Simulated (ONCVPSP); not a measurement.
**An ONCV potential for Cu, from input to tests**

Task: generate the file, and judge it by its errors in other configurations, its logarithmic derivatives, its ghosts and its cutoff.

Method: ONCVPSP 4.0.1.1 (patched build), LDA (Perdew-Wang 92), scalar-relativistic.

### 1 Starting point

Typed settings, in words:

- element: copper (Cu, Z = 29)
- type: optimised norm-conserving Vanderbilt (ONCV)
- frozen core: [Ne] 3s2
- valence charge: 17
- reference configuration: 3p6 3d10 4s1
- partial waves: 4s: rc 1.80 bohr, ncon 4, nbas 7, qcut 3.9 1/bohr, 2 projectors, debl 3.2 Ha; 3p: rc 0.80 bohr, ncon 4, nbas 9, qcut 11 1/bohr, 3 projectors, debl 3.3 Ha; 3d: rc 0.75 bohr, ncon 4, nbas 7, qcut 11.2 1/bohr, 2 projectors, debl 2 Ha
- local potential: polynomial inside 0.50 bohr (lpopt 5, dvloc0 0 Ha)
- core correction: Teter function, parameters optimised by the program

The outer shells as boxes (Hund's rule for the drawing; the calculation is spin-unpolarised):

```
[Ne] core
3s [↑↓]
3p [↑↓][↑↓][↑↓]
3d [↑↓][↑↓][↑↓][↑↓][↑↓]
4s [↑ ]
```

The nodes and maxima of the atom's own shells, from an earlier all-electron run, set the scale for the radii.

All-electron outer shells of the reference configuration (LDA (PZ), scalar-relativistic, ld1.x):

```json
{"shell": "3s", "level (eV)": "-114.15", "outermost node (bohr)": "0.29", "outermost maximum (bohr)": "0.61"}
{"shell": "3p", "level (eV)": "-72.03", "outermost node (bohr)": "0.26", "outermost maximum (bohr)": "0.62"}
{"shell": "3d", "level (eV)": "-5.32", "outermost node (bohr)": "–", "outermost maximum (bohr)": "0.60"}
{"shell": "4s", "level (eV)": "-4.87", "outermost node (bohr)": "0.89", "outermost maximum (bohr)": "2.24"}
{"shell": "4p", "level (eV)": "-0.79", "outermost node (bohr)": "0.98", "outermost maximum (bohr)": "3.52"}
```

### 2 Generation

The input, Cu.dat:

```
# ATOM AND REFERENCE CONFIGURATION
# atsym  z   nc   nv     iexc    psfile
  Cu 29.00    4    3  -001012      upf
#
#   n    l    f
    1    0    2.00
    2    0    2.00
    2    1    6.00
    3    0    2.00
    3    1    6.00
    3    2   10.00
    4    0    1.00
#
# PSEUDOPOTENTIAL AND OPTIMIZATION
# lmax
    2
#
#   l,   rc,      ep,       ncon, nbas, qcut
    0    1.80    0.00    4    7    3.90
    1    0.80    0.00    4    9   11.00
    2    0.75    0.00    4    7   11.20
#
# LOCAL POTENTIAL
# lloc, lpopt,  rc(5),   dvloc0
    4    5    0.50    0.00
#
# VANDERBILT-KLEINMAN-BYLANDER PROJECTORs
# l, nproj, debl
    0    2    3.20
    1    3    3.30
    2    2    2.00
#
# MODEL CORE CHARGE
# icmod, fcfact, rcfact
    4    0.35    0.00
#
# LOG DERIVATIVE ANALYSIS
# epsh1, epsh2, depsh
   -4.00    5.00    0.02
#
# OUTPUT GRID
# rlmax, drl
    6.00    0.01
#
# TEST CONFIGURATIONS
# ncnf
    4
# nvcnf
#   n    l    f
    3
    3    1    6.00
    3    2   10.00
    4    0    0.00
#
    3
    3    1    6.00
    3    2    9.00
    4    0    0.00
#
    3
    3    1    6.00
    3    2    8.00
    4    0    0.00
#
    3
    3    1    5.00
    3    2   10.00
    4    0    1.00
#
```

Launch:

```sh
$ oncvpsp.x < Cu.dat > Cu.out
```

What does the calculation give? Wanted: cutoffs for 1 and 0.1 mHa per electron, occupied waves; bound ghosts; GHOST(+) flags; largest test error; largest phase difference near zero energy, channels read; rms error of d²Exc/dn², without and with the model core.

The runs gave:

| quantity | value |
| --- | --- |
| cutoffs for 1 and 0.1 mHa per electron, occupied waves | 312 Ha and 421 Ha |
| bound ghosts | s at -503.81 eV |
| GHOST(+) flags | s at 124 eV, d at 3620 eV |
| largest test error (AE − PS) | +18 meV, for 3p6 3d9 4s0 (1 test unsolved) |
| largest phase difference near zero energy, channels read | 0.001 rad |
| rms error of d²Exc/dn², without and with the model core | 4.12 and 0.56 mHa |

**Reading.** It has a bound ghost (s), a state that the atom doesn't have, and that rules the file out. By total energies transferability is good where solved: the largest error is 18 meV on 30.1 eV, for 3p6 3d9 4s0. Atomic tests can pass in spite of a ghost, since they solve only for the levels asked. Of the tests 1 gave no usable energy difference, which is a warning in itself. It counts as very hard, with 312 Ha needed at the looser tolerance. At the looser tolerance the 3d wave is the slowest; 3p needs 43 Ha. Near zero energy the phases of the channels with partial waves agree within 0.001 rad. The program also flags highly localised states, GHOST(+) (s, d). All of this concerns the isolated atom, not yet a solid.
